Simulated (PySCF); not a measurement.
# A diatomic session: NaAs

One job finds the state of NaAs, follows it along the bond with each method and fits the curves.

Computed with PySCF 2.14.0. Level: Na 6-311G(d,p), As 6-311G(d,p), no relativity.

### Step 1. Input

Settings of the job:

```json
{
 "atoms": "Na, As",
 "charge": "0",
 "basis": "Na 6-311G(d,p), As 6-311G(d,p)",
 "Hamiltonian": "no relativity",
 "basis functions": "70",
 "electrons treated": "44",
 "masses in u": "22.9898, 74.9216",
 "levels": "PBE0, PBE, r²SCAN, B2PLYP, r²SCAN0, BP86, CAM-B3LYP, HF, MP2, SCS-MP2, CCSD, CCSD(T)",
 "grid": "80 radial by 434 angular points",
 "occupations": "held fixed by the projection of orbital angular momentum",
 "dissociation limit": "Na + As, each in its ground configuration",
 "starting distance in angstrom": "2.750",
 "values of 2S to try": "0, 2, 4"
}
```

Run with:

```console
> OMP_NUM_THREADS=1 python dia.py task.json out
```

The runs that follow: The PBE0 curve of the state that the search chose; Excited determinants; PBE; r²SCAN; B2PLYP (double hybrid); r²SCAN0; BP86; CAM-B3LYP (range-separated hybrid); ROHF (mean field); Adding correlation.

What does the calculation give? Wanted: for each run, Re; ωe; De; μ.

**Answer**, as computed:

Lowest PBE0 solution found, without spin–orbit coupling: ³Σ⁻ (triplet), unpaired electrons π ↑↑. State 2 has its PBE0 minimum 0.35 eV higher, as a spin-mixed determinant (⟨S²⟩ = 1.01), so this is no gap between pure states. State 3 has its PBE0 minimum 0.77 eV higher. State 4 has its PBE0 minimum 1.09 eV higher, as a spin-mixed determinant (⟨S²⟩ = 1.01), so this is no gap between pure states. The other levels ran on the lowest alone.

| level | Re (Å) | ωe (cm⁻¹) | De (eV) | μ (D) |
| --- | --- | --- | --- | --- |
| ROHF | 2.772 | 238.8 | 0.141 | -8.56 |
| ROHF-MP2 | 2.755 | 240.5 | 0.82 | n/a |
| ROHF-SCS-MP2 | 2.763 | 238.1 | 0.85 | n/a |
| ROHF-CCSD | 2.776 | 229.3 | 0.85 | n/a |
| ROHF-CCSD(T) | 2.781 | 225.8 | 0.91 | n/a |
| PBE | 2.764 | 222.0 | 1.37 | -6.18 |
| BP86 | 2.768 | 221.2 | 1.42 | -6.43 |
| r²SCAN | 2.760 | 226.5 | 1.34 | -7.04 |
| PBE0 | 2.747 | 230.9 | 1.26 | -6.98 |
| r²SCAN0 | 2.746 | 233.1 | 1.27 | -7.48 |
| CAM-B3LYP | 2.715 | 242.0 | 1.33 | -7.17 |
| B2PLYP | 2.750 | 233.4 | 1.21 | -7.21 |

De is counted to Na + As in their ground configurations. A positive dipole means Na(−)As(+).

What this shows: The methods spread over 0.065 Å in bond length, from CAM-B3LYP to ROHF-CCSD(T). CCSD(T) can't serve as the judge here: for a weak bond in this basis it is far from its limit. Among the levels with a De in the table, it runs from 0.141 eV (ROHF) to 1.42 eV (BP86).

Correlated steps freeze 10 core orbitals. B2PLYP dipoles, levels and charges come from its SCF part alone.
